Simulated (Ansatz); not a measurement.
**C5H12ClGaO: vertical ionisation energy**

One table from this session's results is given with a row withheld; the runs are named, their logs left out.

Method: unrestricted cation, the program's frozen cores in correlated methods; program: Ansatz 0.2.0, Gaussian basis.

The runs, in order: UKS PBE-D4/def2-TZVPP; UKS r2SCAN-D4/def2-TZVPP; UKS PBE0-D4/def2-TZVPP; UKS B3LYP-D4/def2-TZVPP; UKS wB97X-V/def2-TZVPP; UKS wB97M-V/def2-TZVPP; UKS B2PLYP/def2-TZVPP; UHF-CCSD(T)/def2-TZVPP; UHF-MP2/def2-QZVPP; extrapolation to the limit; then −ε(HOMO) from the neutral's earlier runs with LDA (SPW92), PBE-D4, revPBE-D4, BLYP-D4, r2SCAN-D4, B97M-V, PBE0-D4, B3LYP-D4, r2SCANh-D4, r2SCAN0-D4, HSE06-D4, BHLYP-D4, CAM-B3LYP-D4, LC-ωPBE, ωB97X-V, ωB97M-V.

## The relaxed structure

All runs share one geometry, relaxed beforehand with PBE0-D4 in a triple-zeta def2 set.

SMILES `C[CH2][Ga]([Cl])[O]C(C)C`, 20 atoms, charge 0, spin multiplicity 1.

Atoms are counted from 1 here; the program's logs count them from 0.

Bond lengths: C1–C2 1.524 Å, C1–H9 1.092 Å, C1–H10 1.092 Å, C1–H11 1.094 Å, C2–Ga3 1.954 Å, C2–H12 1.094 Å, C2–H13 1.094 Å, Ga3–Cl4 2.162 Å, Ga3–O5 1.773 Å, O5–C6 1.415 Å, C6–C7 1.517 Å, C6–C8 1.517 Å, C6–H14 1.098 Å, C7–H15 1.092 Å, C7–H16 1.093 Å, C7–H17 1.094 Å, C8–H18 1.094 Å, C8–H19 1.093 Å and more. Angles: C2–C1–H9 111.8°, C2–C1–H10 111.8°, C2–C1–H11 111.0°, H9–C1–H10 106.9°, H9–C1–H11 107.6°, H10–C1–H11 107.6°, C1–C2–Ga3 114.3°, C1–C2–H12 111.4°, C1–C2–H13 111.5°, Ga3–C2–H12 106.7°, Ga3–C2–H13 106.8°, H12–C2–H13 105.6°, C2–Ga3–Cl4 121.2°, C2–Ga3–O5 119.8°, Cl4–Ga3–O5 119.0°, Ga3–O5–C6 130.2°, O5–C6–C7 111.4°, O5–C6–C8 111.3° and more.

Set-up of the first run:

in.yaml

```yaml
crystal:
  periodic: [false, false, false]
  atoms:
    - {symbol: C, position_ang: [2.614957, -0.745180, -1.865534]}
    - {symbol: C, position_ang: [1.713011, 0.440133, -2.186302]}
    - {symbol: Ga, position_ang: [0.221238, 0.673124, -0.945329]}
    - {symbol: Cl, position_ang: [-1.236395, 2.245025, -1.228202]}
    - {symbol: O, position_ang: [0.049233, -0.419730, 0.439613]}
    - {symbol: C, position_ang: [-0.931076, -0.455882, 1.458811]}
    - {symbol: C, position_ang: [-0.909737, 0.811668, 2.292023]}
    - {symbol: C, position_ang: [-2.307007, -0.748477, 0.890917]}
    - {symbol: H, position_ang: [3.058683, -0.658697, -0.871597]}
    - {symbol: H, position_ang: [2.065951, -1.688846, -1.886918]}
    - {symbol: H, position_ang: [3.432848, -0.822126, -2.587883]}
    - {symbol: H, position_ang: [2.272620, 1.380731, -2.184665]}
    - {symbol: H, position_ang: [1.280648, 0.356246, -3.188064]}
    - {symbol: H, position_ang: [-0.640554, -1.295694, 2.104303]}
    - {symbol: H, position_ang: [0.096375, 0.997193, 2.674232]}
    - {symbol: H, position_ang: [-1.588581, 0.726757, 3.144425]}
    - {symbol: H, position_ang: [-1.223080, 1.672671, 1.694974]}
    - {symbol: H, position_ang: [-2.648651, 0.077311, 0.260475]}
    - {symbol: H, position_ang: [-3.036694, -0.885018, 1.693110]}
    - {symbol: H, position_ang: [-2.283780, -1.661192, 0.291610]}
basis:
  gaussian: {orbitals: def2-TZVPP}
total_charge: 1
magnetization: {spin_polarized: true, initial_magnetization: 1}
hamiltonian: {xc: pbe, dispersion: d4}
```

Launch:

```sh
$ ansatz run in.yaml --threads 4 --pin off --events-out ev --progress --plain --max-ram 46080MiB --backend cuda --devices 0, --max-vram 37GiB
```

Steps of the session up to this table: Cation, UKS PBE-D4/def2-TZVPP; Cation, UKS r2SCAN-D4/def2-TZVPP; Cation, UKS PBE0-D4/def2-TZVPP; Cation, UKS B3LYP-D4/def2-TZVPP; Cation, UKS wB97X-V/def2-TZVPP; Cation, UKS wB97M-V/def2-TZVPP; Cation, UKS B2PLYP (frozen core)/def2-TZVPP; Cation, UHF-CCSD(T)/def2-TZVPP; Cation, UHF-MP2/def2-QZVPP.

One of the session's tables, all rows but one given; the rest of the session is left out.

It belongs to the step «Ionisation energies side by side». For comparison, −ε(HOMO) of the neutral from earlier runs:

```
  functional  −ε(HOMO) (eV)
 LDA (SPW92)           6.60
      PBE-D4           6.46
   revPBE-D4           6.38
     BLYP-D4           6.35
   r2SCAN-D4           6.75
      B97M-V           6.87
     PBE0-D4           7.86
    B3LYP-D4           7.63
  r2SCANh-D4           7.27
  r2SCAN0-D4           8.06
    HSE06-D4           7.45
    BHLYP-D4           9.16
CAM-B3LYP-D4           9.26
     LC-ωPBE          10.59
     ωB97X-V          10.26
     ωB97M-V              ?
```

Q: Estimate the row for ωB97M-V from the others.

**Answer.** −ε(HOMO) (eV): 10.15. In the column «−ε(HOMO) (eV)» it lies between CAM-B3LYP-D4 (9.26) and ωB97X-V (10.26).
